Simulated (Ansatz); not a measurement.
# H3OSb: the cost of one run

Method: RKS PBE0-D4/def2-TZVP, in Ansatz 0.2.0.

### Step 1. The starting structure

Bond lengths: O1–Sb2 2.070 Å, O1–H3 0.976 Å, Sb2–H4 1.685 Å, Sb2–H5 1.750 Å. Angles: O1–Sb2–H4 92.4°, O1–Sb2–H5 92.6°, H4–Sb2–H5 91.4°, Sb2–O1–H3 101.0°.

Coordinates:

```xyz
5

O     0.7482   -0.7165    0.8119
Sb    0.1056    0.2419   -0.9068
H     0.3907   -1.6138    0.6691
H    -1.5062    0.1867   -0.4197
H     0.3117    1.8281   -0.1959
```

### Step 2. End point A

The input, input.yaml:

```yaml
crystal:
  periodic: [false, false, false]
  atoms:
    - { symbol: O, position_ang: [0.7482, -0.7165, 0.8119] }
    - { symbol: Sb, position_ang: [0.1056, 0.2419, -0.9068] }
    - { symbol: H, position_ang: [0.3907, -1.6138, 0.6691] }
    - { symbol: H, position_ang: [-1.5062, 0.1867, -0.4197] }
    - { symbol: H, position_ang: [0.3117, 1.8281, -0.1959] }
basis:
  gaussian: { orbitals: def2-TZVP }
hamiltonian:
  xc: pbe0
  dispersion: d4
relax:
  f_tol: 0.015
  max_steps: 40
```

Started as:

```console
$ ansatz run input.yaml --threads 2 --pin off --max-ram 3072MiB --backend cpu --events-out ev --progress --plain --runs-dir out
```

Q: Estimate wall time and peak memory on 2 threads of Arm Neoverse V1, shared host.

About 9.1 s, with a peak of 0.15 GiB.
